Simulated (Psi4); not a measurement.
# triplet CH5BN2: levels of theory compared

Wanted: a comparison of 3 runs (U-wB97X-V/cc-pVDZ, UTPSSh/cc-pVDZ, UMP3/cc-pVDZ) of triplet CH5BN2. 

Program for the calculation: Psi4 1.11.

3 further runs of the same task are left out: 3 that didn't finish. Runs told in other sessions of the task aren't counted.

**1. The molecule**

The species is CH5BN2 (9 atoms), meant as a triplet with charge 0. SMILES of the parent species: `NC1BN1`. The shape is that of a PBE0-D4/def2-TZVP optimisation. This is one conformer, not always the lowest. That shape belongs to the parent species and isn't relaxed for this state.

Bond lengths: N1–C2 1.431 Å, C2–B3 1.561 Å, C2–N4 1.467 Å, B3–N4 1.341 Å, N1–H5 1.010 Å, N1–H6 1.010 Å, C2–H7 1.092 Å, B3–H8 1.184 Å, N4–H9 1.004 Å. Some angles: N1–C2–B3 121.1°, N1–C2–N4 117.3°, B3–C2–N4 52.5°, C2–B3–N4 60.2°, C2–N4–B3 67.4°, N1–C2–H7 115.1°, B3–C2–H7 121.0°, N4–C2–H7 113.6°, C2–N1–H5 112.4°, C2–N1–H6 112.7°.

**2. The energy at U-wB97X-V/cc-pVDZ (run 1)**

job.in

```
memory 2200 mb

molecule m {
  0 3
  N      0.142900     1.194400    -0.640600
  C     -0.364200    -0.077200    -0.222300
  B      0.591200    -1.194100     0.303200
  N     -0.130500    -0.469900     1.171500
  H      0.784000     1.117400    -1.417000
  H     -0.589900     1.842600    -0.892400
  H     -1.366400    -0.317200    -0.582700
  H      1.414200    -2.039000     0.194700
  H     -0.392800    -0.103200     2.068300
  symmetry c1
  no_reorient
  no_com
}

set {
  basis cc-pVDZ
  reference uks
  puream true
  e_convergence 1e-09
  d_convergence 1e-08
  scf_type pk
  dft_radial_points 99
  dft_spherical_points 590
  maxiter 100
}

energy("wb97x-v")
```

Command:

```bash
$ psi4 job.in job.out -n 1
```

job.out:

```text
[...]
  Running in c1 symmetry.
[...]
  Nuclear repulsion =  109.448343715886125
[...]
  Multiplicity = 3
[...]
  Nalpha       = 16
  Nbeta        = 14
[...]
    Number of basis functions: 81
[...]
   @UKS iter   1:  -174.97518789426121   -1.69393e-01   7.26512e-03 DIIS/ADIIS
[...]
   @UKS iter  30:  -175.17738295131241   -2.88480e-11   5.54382e-09 DIIS
[...]
   @S^2 Observed:                2.005879738E+00
[...]
  @UKS Final Energy:  -175.17738295131241
   => Energetics <=
    Nuclear Repulsion Energy =            109.4483437158861250
    One-Electron Energy =                -451.9026834111166409
    Two-Electron Energy =                 184.4904124068710303
    DFT Exchange-Correlation Energy =     -17.3318224737975619
    Empirical Dispersion Energy =           0.0000000000000000
    VV10 Nonlocal Energy =                  0.1183668108445938
    Total Energy =                       -175.1773829513124099
  UHF NO Occupations:
  HONO-2 :   14  A 1.9988159
  HONO-1 :   15  A 1.0000000
[...]
 Multipole Moments:
 ------------------------------------------------------------------------------------
     Multipole            Electronic (a.u.)      Nuclear  (a.u.)        Total (a.u.)
 ------------------------------------------------------------------------------------
 L = 1.  Multiply by 2.5417464519 to convert [e a0] to [Debye]
 Dipole X            :         -2.3515579            1.3354695           -1.0160885
 Dipole Y            :          2.7915974           -1.6281880            1.1634094
 Dipole Z            :         -6.2010772            6.1782706           -0.0228066
 Magnitude           :                                                    1.5448228
[...]
```

It took 4.9 min on 1 thread of Intel Xeon Platinum 8488C (Sapphire Rapids), shared host; peak memory 1.5 GiB.

**3. Energy and gradient at UTPSSh/cc-pVDZ (run 2)**

job.dat

```
memory 2200 mb

molecule {
  0 3
  N      0.142900     1.194400    -0.640600
  C     -0.364200    -0.077200    -0.222300
  B      0.591200    -1.194100     0.303200
  N     -0.130500    -0.469900     1.171500
  H      0.784000     1.117400    -1.417000
  H     -0.589900     1.842600    -0.892400
  H     -1.366400    -0.317200    -0.582700
  H      1.414200    -2.039000     0.194700
  H     -0.392800    -0.103200     2.068300
  symmetry c1
}

set {
  basis cc-pVDZ
  reference uks
  puream true
  e_convergence 1e-09
  d_convergence 1e-08
  scf_type pk
  dft_radial_points 99
  dft_spherical_points 590
  maxiter 100
}

e_tot, wfn = gradient('tpssh', return_wfn=True)
oeprop(wfn, 'MULLIKEN_CHARGES', 'WIBERG_LOWDIN_INDICES', 'LOWDIN_CHARGES', title='TPSSH')
print_variables()
```

Command:

```bash
$ psi4 job.dat job.out -n 1
```

job.out:

```text
[...]
  Running in c1 symmetry.
[...]
  Nuclear repulsion =  109.448343715886125
[...]
  Multiplicity = 3
[...]
  Nalpha       = 16
  Nbeta        = 14
[...]
    Number of basis functions: 81
[...]
   @UKS iter   1:  -174.82164595938349    2.25803e-01   1.05405e-02 ADIIS/DIIS
[...]
   @UKS iter  21:  -175.25653306608396   -8.52651e-13   3.20128e-09 DIIS
[...]
   @S^2 Observed:                2.007057641E+00
[...]
  @UKS Final Energy:  -175.25653306608396
   => Energetics <=
    Nuclear Repulsion Energy =            109.4483437158861250
    One-Electron Energy =                -452.0406325518025596
    Two-Electron Energy =                 190.1573998535679664
    DFT Exchange-Correlation Energy =     -22.8216440837355314
    Empirical Dispersion Energy =           0.0000000000000000
    VV10 Nonlocal Energy =                  0.0000000000000000
    Total Energy =                       -175.2565330660839606
  UHF NO Occupations:
  HONO-2 :   14  A 1.9983475
  HONO-1 :   15  A 1.0000000
[...]
  -Total Gradient:
     Atom            X                  Y                   Z
    ------   -----------------  -----------------  -----------------
       1        0.015775467230     0.006696034303    -0.023072946485
       2        0.005898161828    -0.032055762475     0.016416465090
       3       -0.088680739852     0.092902948279     0.065454076757
       4        0.076042885722    -0.052999624882    -0.070599317656
       5       -0.016847832482     0.002970569721    -0.002464641513
       6        0.011166413914    -0.009692842987     0.006926506011
       7        0.005014630195     0.010572466119     0.004232854148
       8        0.003173723510     0.004499608865     0.007137570134
       9       -0.011542720349    -0.022895182869    -0.004030809661
[...]
```

Run time: 1.9 min. Hardware: 1 thread of Intel Xeon Platinum 8488C (Sapphire Rapids), shared host; peak memory 1.2 GiB.

**4. A single-point energy at UMP3/cc-pVDZ (run 3)**

run_ase.py

```python
import numpy as np
from ase.calculators.psi4 import Psi4
from ase import Atoms

mol = Atoms(['N', 'C', 'B', 'N', 'H', 'H', 'H', 'H', 'H'], positions=[
    [0.142900, 1.194400, -0.640600],
    [-0.364200, -0.077200, -0.222300],
    [0.591200, -1.194100, 0.303200],
    [-0.130500, -0.469900, 1.171500],
    [0.784000, 1.117400, -1.417000],
    [-0.589900, 1.842600, -0.892400],
    [-1.366400, -0.317200, -0.582700],
    [1.414200, -2.039000, 0.194700],
    [-0.392800, -0.103200, 2.068300],
])
calc = Psi4(atoms=mol, method='mp3', basis='cc-pVDZ', memory='2200MB', num_threads=1, charge=0, multiplicity=3, label='psi4-calc', reference='uhf')
calc.psi4.set_options({'puream': True, 'e_convergence': 1e-09, 'd_convergence': 1e-08, 'scf_type': 'pk', 'num_frozen_docc': 4, 'maxiter': 100, 'mp_type': 'conv'})
mol.calc = calc

print(f'energy: {mol.get_potential_energy():.6f} eV')
```

Command:

```bash
$ python run_ase.py
```

psi4-calc.dat:

```text
[...]
  Running in c1 symmetry.
[...]
  Nuclear repulsion =  109.448343715886125
[...]
  Multiplicity = 3
[...]
  Nalpha       = 16
  Nbeta        = 14
[...]
    Number of basis functions: 81
[...]
   @UHF iter   1:  -173.99037538693076   -2.87336e-01   5.57491e-03 ADIIS/DIIS
[...]
   @UHF iter  23:  -174.12566155198198   -1.63141e-11   9.04610e-09 DIIS
[...]
   @S^2 Observed:                2.019849637E+00
[...]
  @UHF Final Energy:  -174.12566155198198
   => Energetics <=
    Nuclear Repulsion Energy =            109.4483437158861250
    One-Electron Energy =                -451.6559547856821837
    Two-Electron Energy =                 168.0819495178140528
    Total Energy =                       -174.1256615519819775
  UHF NO Occupations:
  HONO-2 :   14  A 1.9956177
  HONO-1 :   15  A 1.0000000
  HONO-0 :   16  A 1.0000000
  LUNO+0 :   17  A 0.0043823
  LUNO+1 :   18  A 0.0027077
[...]
	SCS-MP2 Total Energy (a.u.)        :  -174.64789753407339
	SOS-MP2 Total Energy (a.u.)        :  -174.64194636484186
[...]
	SOS-PI-MP2 Total Energy (a.u.)     :  -174.68166058121571
[...]
	MP2 Total Energy (a.u.)            :  -174.65979987253644
[...]
	SCS-MP3 Total Energy (a.u.)        :  -174.65576503364397
[...]
	MP3 Total Energy (a.u.)            :  -174.69126987081873
[...]
```

On the terminal:

```text
energy: -4753.591580 eV
```

Wall time 11 s (1 thread of Intel Xeon Platinum 8488C (Sapphire Rapids), shared host); peak memory 0.54 GiB.

**5. All runs side by side**

| run | level | task | frozen core orbitals | energy (Eh) | dipole moment (D) | HOMO energy (eV) | LUMO energy (eV) | wall time |
| --- | --- | --- | --- | --- | --- | --- | --- | --- |
| 1 | U-wB97X-V/cc-pVDZ | energy | 0 | -175.177383 | 3.93 | -4.08 | -2.74 | 4.9 min |
| 2 | UTPSSh/cc-pVDZ | gradient | 0 | -175.256533 | 4.03 | -1.35 | – | 1.9 min |
| 3 | UMP3/cc-pVDZ | energy | 4 | -174.691270 | – | -4.41 | -0.41 | 11 s |

**6. Results**

```
                                                         quantity          value
                                              run 3: total energy  -174.69127 Eh
run 3: HOMO energy (Hartree–Fock orbitals) (highest over α and β)       -4.41 eV
 run 3: LUMO energy (Hartree–Fock orbitals) (lowest over α and β)       -0.41 eV
               run 3: correlation energy (4 core orbitals frozen)     -565.6 mEh
                         run 3: ⟨S²⟩ of the reference determinant          2.020
```

What this shows: Totals of different functionals can't be ranked against each other. All runs together took 7 min, the longest 4.9 min.
